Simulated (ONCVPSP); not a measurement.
# Pseudopotential generation for K: ONCV, PBE

Task: generate the file, and judge it by its errors in other configurations, its logarithmic derivatives, its ghosts and its cutoff.

The numbers are computed with ONCVPSP 4.0.1.1 (patched build) (PBE, scalar-relativistic, spin-unpolarised reference atom).

## 1. The atom and the settings

Typed settings, in words:

```
element                 : potassium (K, Z = 19)
type                    : optimised norm-conserving Vanderbilt (ONCV)
frozen core             : [Ar]
valence charge          : 1
reference configuration : 3d1
partial waves           : s scattering state at 0.02 Ha: rc 3.55 bohr, ncon 3, nbas 6, qcut 2.2 1/bohr, 2 projectors, debl 2.9 Ha; p scattering state at 0.12 Ha: rc 3.05 bohr, ncon 3, nbas 6, qcut 2.8 1/bohr, 2 projectors, debl 2.8 Ha; 3d: rc 4.00 bohr, ncon 4, nbas 7, qcut 2.1 1/bohr, 1 projector; f scattering state at 0.16 Ha: rc 3.80 bohr, ncon 4, nbas 8, qcut 3.1 1/bohr, 2 projectors, debl 0.8 Ha
local potential         : polynomial inside 2.05 bohr (lpopt 5, dvloc0 0 Ha)
core correction         : Teter function fitted to the true core (icmod 2), fcfact 0.35
```

An earlier all-electron run gives the scale for the radii.

All-electron outer shells of the reference configuration (PBE, scalar-relativistic, ld1.x):

```json
{"shell": "4s", "level (eV)": "-3.10", "outermost node (bohr)": "1.58", "outermost maximum (bohr)": "3.83"}
{"shell": "4p", "level (eV)": "-1.49", "outermost node (bohr)": "1.86", "outermost maximum (bohr)": "6.01"}
{"shell": "3d", "level (eV)": "-0.63", "outermost node (bohr)": "–", "outermost maximum (bohr)": "7.71"}
```

## 2. Generation

File K.dat:

```
# ATOM AND REFERENCE CONFIGURATION
# atsym  z   nc   nv     iexc    psfile
  K 19.00    5    1        4      upf
#
#   n    l    f
    1    0    2.00
    2    0    2.00
    2    1    6.00
    3    0    2.00
    3    1    6.00
    3    2    1.00
#
# PSEUDOPOTENTIAL AND OPTIMIZATION
# lmax
    3
#
#   l,   rc,      ep,       ncon, nbas, qcut
    0    3.55    0.02    3    6    2.20
    1    3.05    0.12    3    6    2.80
    2    4.00    0.00    4    7    2.10
    3    3.80    0.16    4    8    3.10
#
# LOCAL POTENTIAL
# lloc, lpopt,  rc(5),   dvloc0
    4    5    2.05    0.00
#
# VANDERBILT-KLEINMAN-BYLANDER PROJECTORs
# l, nproj, debl
    0    2    2.90
    1    2    2.80
    2    1    0.50
    3    2    0.80
#
# MODEL CORE CHARGE
# icmod, fcfact, rcfact
    2    0.35    0.80
#
# LOG DERIVATIVE ANALYSIS
# epsh1, epsh2, depsh
   -2.00    5.00    0.02
#
# OUTPUT GRID
# rlmax, drl
    6.00    0.01
#
# TEST CONFIGURATIONS
# ncnf
    4
# nvcnf
#   n    l    f
    2
    3    2    0.00
    4    0    1.00
#
    2
    3    2    0.00
    4    0    0.50
#
    2
    3    2    0.00
    4    1    1.00
#
    2
    3    2    0.50
    4    0    0.50
#
```

Launch:

```
$ oncvpsp.x < K.dat > K.out
```

What does the calculation give? Wanted: cutoffs for 1 and 0.1 mHa per electron, occupied waves; bound ghosts; GHOST(+) flags; largest test error; largest phase difference near zero energy, channels read; rms error of d²Exc/dn², without and with the model core; projector energies reset by the program.

**Answer**, as computed:

| quantity | value |
| --- | --- |
| cutoffs for 1 and 0.1 mHa per electron, occupied waves | 6.7 Ha and 11 Ha |
| bound ghosts | none found |
| GHOST(+) flags | s at 61 eV, p at 85 eV |
| largest test error (AE − PS) | +35 meV, for 3d0 4p1 (1 test unsolved) |
| largest phase difference near zero energy, channels read | 0.847 rad |
| rms error of d²Exc/dn², without and with the model core | 8.20 and 3.47 mHa |
| projector energies reset by the program | s: 0.050, 2.950 Ha |

In words: The worst unpolarised test, 3d0 4p1, is off by 35 meV on 0.9 eV; by total energies transferability rates as fair where solved. Of the tests 1 gave no usable energy difference, which is a warning in itself. It counts as soft on the atom at that tolerance, with 6.7 Ha needed at the looser tolerance. No bound ghost shows below the valence levels. Near zero energy the largest phase difference among the channels read is 0.85 rad, in the d channel. The program also flags highly localised states, GHOST(+) (s, p).
